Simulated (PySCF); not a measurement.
# CH8BrNSi2: the cost of one run

Programs: PySCF 2.14.0, with density-fitted response routines of our own. Each step states its level of theory. These are calculated values for one molecule in the gas phase, unless marked as measured. Atoms are numbered from 0 throughout.

### Step 1. The molecule as given

13 atoms, charge 0, multiplicity 1; geometry from: GFN2-xTB. The atoms were then displaced at random by about 0.01 Å, so the start is not that level's minimum.

Bonds of the start (Å): C0–Si1 1.86, Si1–N2 1.72, Si1–Si3 2.34, Si3–Br4 2.22, C0–H5 1.10, C0–H6 1.08, C0–H7 1.11, Si1–H8 1.49, N2–H9 0.99, N2–H10 1.02, Si3–H11 1.44, Si3–H12 1.47.

### Step 2. Relaxing the molecule at PBE0-D3(BJ)/def2-SVP

Job settings and geometry (Å):

```
{"job": {"xc": "PBE0", "basis": "def2-SVP", "d3": "d3bj", "grid": 1, "shake": 0.01, "kind": "geom"}, "charge": 0, "multiplicity": 1}
C     -1.704020     0.478510    -0.610070
Si    -0.343810    -0.386890     0.317910
N      0.271760    -1.576210    -0.761200
Si     1.475110     1.031810     0.716360
Br     3.125010    -0.203770     1.527390
H     -1.378690     0.927830    -1.555260
H     -2.526360    -0.181140    -0.842850
H     -2.123920     1.319770    -0.027830
H     -0.903690    -0.906610     1.601540
H     -0.338300    -2.173340    -1.257350
H      1.109120    -2.094220    -0.486250
H      2.102830     1.704920    -0.393570
H      1.240780     2.042460     1.760860
```

The run is started by

```sh
> OMP_NUM_THREADS=1 python probes_run.py task.json out
```

The driver reads the jobs from task.json and runs them one after another.

Q: Estimate the wall time and peak memory of this first job on 1 thread of Arm Neoverse V2, shared host.

About 49 s, with a peak of 0.54 GiB.
